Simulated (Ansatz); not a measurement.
# GeN+ (singlet): the correlation ladder at distance Ge1–N2 = 2.312 Å, 6-31G

The task here is to estimate one member of a computed series from the others.

Program: Ansatz 0.2.0, Gaussian basis. Level of theory: 6-31G, core rule «outside noble gas», up to 15 orbitals frozen. These are calculated values, not measurements.

To be run: UHF; CCSD(T) on RHF; CCSD(T) on UHF; BCCD(T) on RHF; CISD; CCSDT(Q) on RHF; CCSDT(Q) on UHF; CCSDTQ on RHF; CASSCF and MRCISD+Q, 2 electrons in 2 orbitals; CASSCF and NEVPT2, 2 electrons in 2 orbitals; CASSCF and MRCISD+Q, 8 electrons in 8 orbitals; CASSCF and NEVPT4(SD), 8 electrons in 8 orbitals; CASSCF and NEVPT2, 8 electrons in 8 orbitals; Full CI.

37 further runs of the same task are left out: 5 for a known fault of the program, 1 for a mislabelled method, 29 that didn't finish, 2 set aside as unsound or not needed.

### The geometry

The geometry derives from a PBE0/def2-TZVP stationary point (not a proven minimum). One bond is set to the value named and the two fragments are kept rigid. No spin-orbit coupling is included. The filled d shell of Ge may be among the frozen orbitals whatever the setting's name suggests; the logs give the count.

2 atoms, charge 1, spin multiplicity 1.

Atoms are counted from 1 here; the program's logs count them from 0.

Bond lengths: Ge1–N2 2.312 Å.

Geometry (Å):

```
Ge    0.00000    0.00000    0.00000
N     0.00000    0.00000    2.31200
```

The first run:

The input, in.yaml:

```yaml
crystal:
  periodic: [false, false, false]
  atoms:
    - {symbol: Ge, position_ang: [0.000000, 0.000000, 0.000000]}
    - {symbol: N, position_ang: [0.000000, 0.000000, 2.312000]}
basis:
  gaussian: {orbitals: 6-31G}
total_charge: 1
magnetization: {spin_polarized: true, initial_magnetization: 0}
hamiltonian: {xc: hf}
output: {orbitals: {seedname: orbitals}}
```

Run with:

```console
$ ansatz run in.yaml --threads 1 --pin off --events-out ev --progress --plain --max-ram 2393MiB
```

Steps of the session up to this table: UHF; CCSD(T) on RHF; CCSD(T) on UHF; BCCD(T) on RHF; CISD; CCSDT(Q) on RHF; CCSDT(Q) on UHF; CCSDTQ on RHF; CASSCF and MRCISD+Q, 2 electrons in 2 orbitals; CASSCF and NEVPT2, 2 electrons in 2 orbitals; CASSCF and MRCISD+Q, 8 electrons in 8 orbitals; CASSCF and NEVPT4(SD), 8 electrons in 8 orbitals; CASSCF and NEVPT2, 8 electrons in 8 orbitals; Full CI.

One table of the session follows, with a row left open; its other results are not shown here.

| method | from FCI (kcal/mol) |
| --- | --- |
| RHF | +108.58 |
| RMP2 | +33.46 |
| CISD | +19.15 |
| RCCSD | +11.71 |
| RCCSD(T) | +6.05 |
| BCCD(T) | +6.02 |
| RCCSDT | +2.81 |
| RCCSDT(Q) | -0.22 |
| RCCSDTQ | +0.16 |
| CASSCF valence | +32.18 |
| NEVPT2 valence | ? |
| NEVPT4(SD) valence | +0.91 |
| MRCISD valence | +0.98 |
| MRCISD+Q valence | +0.20 |
| FCI | 0 |

Estimate the missing values for NEVPT2 valence.

**Answer.** from FCI (kcal/mol): +7.40. In the column «from FCI (kcal/mol)» it lies between RCCSD(T) (+6.05) and RCCSD (+11.71).

Among the levels timed on like hardware and quicker than the yardstick, those that no quicker one beats, quickest first: CISD (1.8 s, +19.15 kcal/mol); NEVPT2 valence (5 s, +7.40 kcal/mol); BCCD(T) (6 s, +6.02 kcal/mol); MRCISD+Q valence (6.5 s, +0.20 kcal/mol); RCCSDTQ (52 s, +0.16 kcal/mol).

Not comparable, so not listed: CASSCF and MRCISD+Q, 2 electrons in 2 orbitals (they don't share determinant, frozen orbitals or solution with the rows shown, or repeat one).

To keep in mind: The report flags that the cluster equations may have other roots. The yardstick is full CI for this spin, exact in this basis with these frozen cores. Left out of the table: CASSCF pair, NEVPT2 pair (the active space lost an orbital or holds another state than full CI finds). Left out of the table: UHF, UMP2, UCCSD, UCCSD(T), UCCSDT, UCCSDT(Q) (another determinant or state than the rows shown). The program flags RCCSD(T), BCCD(T), RCCSDTQ as in doubt, so those rows may rest on another solution; read them beside their warnings. RCCSDT(Q) falls below full CI, which methods that aren't variational can do. Of the multireference levels listed MRCISD+Q valence comes nearest in total energy (+0.20 kcal/mol), which doesn't show that its space is the better one. Warnings in the runs' records: large difference, other roots, passed over end.
